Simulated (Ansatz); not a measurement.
# Si: the cost of one run

Method: DFT PBE, scalar-relativistic, plane waves, PAW, in Ansatz 0.2.0.

## Step 1: Starting point

Symmetry: Fd-3m, No. 227, cubic system. Conventional cell: a = 5.444 Å, b = 5.444 Å, c = 5.444 Å, α = 90.00°, β = 90.00°, γ = 90.00°. Si (site symmetry -43m) is surrounded by 4 Si at 2.36 Å.

Coordinates:

```cif
data_structure
_symmetry_space_group_name_H-M 'Fd-3m:1'
_symmetry_Int_Tables_number 227
_cell_length_a 5.4437
_cell_length_b 5.4437
_cell_length_c 5.4437
_cell_angle_alpha 90.000
_cell_angle_beta 90.000
_cell_angle_gamma 90.000
_cell_volume 161.32
loop_
_atom_site_label
_atom_site_type_symbol
_atom_site_symmetry_multiplicity
_atom_site_Wyckoff_symbol
_atom_site_fract_x
_atom_site_fract_y
_atom_site_fract_z
_atom_site_occupancy
Si1 Si 8 a 0.25000 0.25000 0.25000 1
```

The structure comes from the Materials Project (structure only).

(A quick probe on a coarse mesh, which set the mesh and smearing, is not shown.)

## Step 3: Full relaxation

input.yaml

```yaml
crystal:
  lattice:
    - [0.0, 2.72185119, 2.72185119]
    - [2.72185119, 0.0, 2.72185119]
    - [2.72185119, 2.72185119, 0.0]
  atoms:
    - { symbol: Si, position: [0.75, 0.75, 0.75] }
    - { symbol: Si, position: [0.5, 0.5, 0.5] }
basis:
  ecutwfc: 420
kpoints:
  mp_grid: { grid: [8, 8, 8] }
hamiltonian:
  xc: pbe
scf:
  occupations: { method: gaussian, width: 0.02 }
output:
  forces: true
  stress: true
  eigenvalues: true
  write_density: true
  write_potential: true
  elf: true
  volumetric_format: npy
relax:
  adjacent_minimum: "off"
  f_tol: 0.005
  max_steps: 80
  cell: { stress_tol: 0.05 }
```

Launch:

```console
$ ansatz run input.yaml --threads 4 --pin off --max-ram 8192MiB --backend cpu --events-out ev --progress --plain --runs-dir out
```

Q: Estimate wall time and peak memory on 4 threads of Intel Xeon at 2.10GHz (Emerald Rapids), shared host.

About 8.9 s, with a peak of 0.32 GiB.
